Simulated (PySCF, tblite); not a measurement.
# C₇H₁₁ radical: geometry, infrared bands and EPR parameters

Wanted: the infrared bands and EPR parameters of C₇H₁₁ radical (`CCC1=C[CH]CC1`), by calculation.

Programs: tblite 0.8.0 and PySCF 2.14.0, with density-fitted response routines of our own. Each step states its level of theory. These are calculated values for one molecule in the gas phase, unless marked as measured. Atoms are numbered from 0 throughout.

## (1) The starting structure

18 atoms, charge 0, multiplicity 2; geometry from: force field or distance geometry start.

Bonds of the start (Å): C0–C1 1.51, C1–C2 1.48, C2–C3 1.33, C3–C4 1.48, C4–C5 1.49, C5–C6 1.51, C6–C2 1.51, C0–H7 1.11, C0–H8 1.11, C0–H9 1.10, C1–H10 1.11, C1–H11 1.11, C3–H12 1.10, C4–H13 1.11, C5–H14 1.11, C5–H15 1.11, C6–H16 1.10, C6–H17 1.10.

## (2) Relaxing the molecule with GFN2-xTB

What the job is given:

```
{"job": {"kind": "relax", "xc": "GFN2-xTB", "basis": "xTB"}, "charge": 0, "multiplicity": 2}
C      2.402500     0.029300    -0.457900
C      1.344800    -0.752800     0.282200
C     -0.008400    -0.403100    -0.191800
C     -0.934800    -1.179900    -0.754100
C     -2.166400    -0.431800    -1.082000
C     -1.996500     0.914500    -0.467800
C     -0.535400     1.008800    -0.107100
H      3.343700     0.024200     0.139400
H      2.137100     1.097400    -0.564300
H      2.611400    -0.445300    -1.424200
H      1.498200    -0.563000     1.366300
H      1.532100    -1.840100     0.126000
H     -0.842500    -2.262000    -0.929900
H     -3.037100    -0.964600    -0.647400
H     -2.615300     1.082400     0.433500
H     -2.313400     1.690600    -1.201600
H      0.033800     1.702700    -0.748000
H     -0.462600     1.298900     0.952300
```

Command:

```bash
$ OMP_NUM_THREADS=1 python probes_run.py task.json out
```

The driver reads the jobs from task.json and runs them one after another.

**Question.** This job is followed by: GFN2-xTB harmonic vibrations, gas phase; UKS B3LYP, pcH-1 on C H, non-relativistic, mean-field spin-orbit, GIAO. Predict these results of the whole session: strongest single infrared mode (GFN2-xTB); zero-point energy (GFN2-xTB); g(iso) (B3LYP); ⟨S²⟩; largest a(iso) (averaged by class); potential on the surface of density 0.002 e/bohr³, 1st and 99th percentile.

The runs gave:

| quantity | value |
| --- | --- |
| strongest single infrared mode (GFN2-xTB) | 2922 cm⁻¹, 79 km/mol |
| zero-point energy (GFN2-xTB) | 98.4 kcal/mol |
| g(iso) (B3LYP) | 2.00265 |
| ⟨S²⟩ | 0.773 (exact 0.75) |
| largest a(iso) (averaged by class) | 1H on H14, H15, 68.3 MHz |
| potential on the surface of density 0.002 e/bohr³, 1st and 99th percentile | -0.70 V and 0.63 V |

Over 82 steps the energy fell by 0.940 eV; of the close pairs, C3–C4 changed most, 1.478 to 1.373 Å. No mode is imaginary among the 48: a minimum at this level. The strongest single mode, at 2922 cm⁻¹, is spread over several atoms, H17, H16, H15, H14 among them. GFN2-xTB is a fitted tight-binding method: band positions and strengths are rough. Its intensities can rank the bands wrongly. The largest spin populations lie on C4 (0.64 e), C2 (0.61 e). The isotropic g lies 0.3 ppt above the free-electron value. These values are for one conformer; the search (at its own cheap level) found 1 more, at 0.36 kcal/mol, and measured spectra average over such forms.
